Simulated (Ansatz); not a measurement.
**TaRe: squeezing one contact**

One table from this session's results is given with a row withheld; the runs are named, their logs left out.

Computed with Ansatz 0.2.0 (DFT, r2SCAN, PAW with Ansatz's default frozen-core files, scalar-relativistic, unless a step's input says otherwise).

3 further runs of the same task are left out: 3 that didn't finish.

## The structure to begin with

Symmetry: Cmmm, No. 65, orthorhombic system. The conventional cell has a = 3.193 Å, b = 4.579 Å, c = 4.444 Å, α = 90.00°, β = 90.00°, γ = 90.00°. Ta (site symmetry mmm) is surrounded by 4 Re at 2.74 Å and 4 Ta at 2.79 Å. Around Re (site symmetry mmm) lie 4 Ta at 2.74 Å and 4 Re at 2.79 Å.

Coordinates:

```
Ta Re
1.0
     1.59633   -2.28932    0.00000
     1.59633    2.28932    0.00000
     0.00000    0.00000    4.44409
Ta Re
1 1
Direct
  0.50000 0.50000 0.50000
  0.00000 0.00000 0.00000
```

Atoms are numbered in the order of the input: Ta1, Re2.

Set-up of the first run:

input.yaml reads:

```yaml
crystal:
  lattice:
    - [1.59633279, -2.2893158474, 0.0]
    - [1.59633279, 2.2893158474, 0.0]
    - [0.0, 0.0, 4.4440933868]
  atoms:
    - { symbol: Ta, position: [0.5, 0.5, 0.5] }
    - { symbol: Re, position: [0.0, 0.0, 0.0] }
kpoints:
  mp_grid: { grid: [11, 11, 7] }
scf:
  occupations: { method: fermi_dirac, width: 0.05 }
hamiltonian:
  xc: r2scan
  pseudopotentials: { kind: paw }
output:
  forces: true
  stress: true
  eigenvalues: true
  efg: { contact_densities: true }
  populations: true
```

Started as:

```sh
ansatz run input.yaml --threads 1 --pin off --max-ram 2048MiB --backend cpu --events-out ev --progress --plain --runs-dir out
```

Steps of the session up to this table: Shortest bond scaled by 1, PAW; Shortest bond scaled by 1.1, PAW; Shortest bond scaled by 0.94, PAW; Shortest bond scaled by 0.76, PAW; Shortest bond scaled by 0.64, PAW; Shortest bond scaled by 0.64, PAW (cutoff 800 eV).

One of the session's tables, all rows but one given; the rest of the session is left out.

```
             method  length (Å)  F from the given length (eV/cell)  force along the bond (eV/Å)  pressure (GPa)  largest force (eV/Å)
                PAW       1.751                             10.776                       39.387          147.48                39.458
                PAW       2.079                              3.295                       13.241           53.33                13.393
                PAW       2.572                                  ?                            ?               ?                     ?
                PAW       2.736                              0.000                        0.000           -1.55                 0.000
                PAW       3.010                              0.444                       -3.380            7.50                 3.478
PAW (cutoff 800 eV)       1.751                                  –                       39.385          147.47                39.456
```

Estimate the missing values for PAW, 2.572.

As computed: F from the given length (eV/cell): 0.156; force along the bond (eV/Å): 1.921; pressure (GPa): 1.70; largest force (eV/Å): 2.000.

Limits of these values: Warnings in the runs' records: gradients without spin orbit.
